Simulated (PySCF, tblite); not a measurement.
# C₇H₁₅NSi: geometry, infrared bands and NMR shifts

Wanted: the infrared bands and NMR shifts of C₇H₁₅NSi (`C=CC[Si@H](/C=C/C)NC`), by calculation.

Computed with tblite 0.8.0 and PySCF 2.14.0, with density-fitted response routines of our own, on a single molecule in the gas phase. Atoms count from 0, in the outputs and in this text.

## 1. The starting structure

24 atoms, charge 0, multiplicity 1; geometry from: force field or distance geometry start.

Bonds of the start (Å): C0–C1 1.35, C1–C2 1.50, C2–Si3 1.89, Si3–C4 1.85, C4–C5 1.33, C5–C6 1.50, Si3–N7 1.72, N7–C8 1.45, C0–H9 1.08, C0–H10 1.09, C1–H11 1.09, C2–H12 1.09, C2–H13 1.10, Si3–H14 1.47, C4–H15 1.08, C5–H16 1.09, C6–H17 1.10, C6–H18 1.10, C6–H19 1.09, N7–H20 1.02, C8–H21 1.10, C8–H22 1.10, C8–H23 1.10.

## 2. Relaxing the molecule with GFN2-xTB

What the job is given:

```
{"job": {"kind": "relax", "xc": "GFN2-xTB", "basis": "xTB"}, "charge": 0, "multiplicity": 1}
C     -1.903500    -2.519900     0.824100
C     -2.114400    -1.235600     0.462200
C     -1.842100    -0.698500    -0.906700
Si    -0.519800     0.638400    -1.046500
C      1.174300    -0.037100    -0.759400
C      1.639800    -0.599700     0.355200
C      3.040000    -1.113900     0.502600
N     -0.763500     1.882500     0.112300
C     -0.114600     3.175100     0.055100
H     -1.533900    -3.253100     0.127700
H     -2.135800    -2.856900     1.831300
H     -2.512900    -0.549000     1.212000
H     -1.597300    -1.506300    -1.589300
H     -2.787000    -0.268900    -1.283000
H     -0.571500     1.270400    -2.373400
H      1.811800     0.070000    -1.624900
H      1.006900    -0.703900     1.236200
H      3.014900    -2.190400     0.743900
H      3.545200    -0.590000     1.328600
H      3.635600    -0.980700    -0.398800
H     -0.618800     1.485700     1.035900
H     -0.336800     3.698600    -0.885700
H      0.972500     3.100900     0.182200
H     -0.501000     3.802100     0.865900
```

The run is started by

```
$ OMP_NUM_THREADS=1 python probes_run.py task.json out
```

The driver reads the jobs from task.json and runs them one after another.

**Question.** This job is followed by: GFN2-xTB harmonic vibrations, gas phase; GIAO PBE0/pcSseg-1 NMR shielding, non-relativistic, gas phase. Predict these results of the whole session: strongest single infrared mode (GFN2-xTB); zero-point energy (GFN2-xTB); 13C shifts against TMS (PBE0/pcSseg-1); 1H shifts against TMS (PBE0/pcSseg-1, means over atoms taken as alike); 29Si shifts against TMS (PBE0/pcSseg-1); 15N shifts against NH3 (PBE0/pcSseg-1); surface potential, 1st and 99th percentile.

**Answer**, as computed:

| quantity | value |
| --- | --- |
| strongest single infrared mode (GFN2-xTB) | 2189 cm⁻¹, 372 km/mol |
| zero-point energy (GFN2-xTB) | 125.7 kcal/mol |
| 13C shifts against TMS (PBE0/pcSseg-1) | 157.2, 139.4, 129.8, 121.7, 32.2, 26.7, 25.0 ppm |
| 1H shifts against TMS (PBE0/pcSseg-1, means over atoms taken as alike) | 6.16, 5.83, 5.49, 5.21, 4.94, 4.86, 2.67, 2.02, 1.87, 1.35, -0.14 ppm |
| 29Si shifts against TMS (PBE0/pcSseg-1) | -27.1 ppm |
| 15N shifts against NH3 (PBE0/pcSseg-1) | 16.5 ppm |
| surface potential, 1st and 99th percentile | -1.03 V and 1.15 V |

In words: Relaxing lowered the energy by 0.290 eV in 175 steps; the close pair that moved most is Si3–C4, from 1.846 to 1.887 Å. All 66 modes are real, so the xTB geometry is a minimum. The strongest single mode, at 2189 cm⁻¹, moves mainly H14. GFN2-xTB is a fitted tight-binding method: band positions and strengths are rough. Its intensities can rank the bands wrongly. At PBE0/pcSseg-1: The widest tensor belongs to C5: span 260 ppm, with a paramagnetic part of -230 ppm.
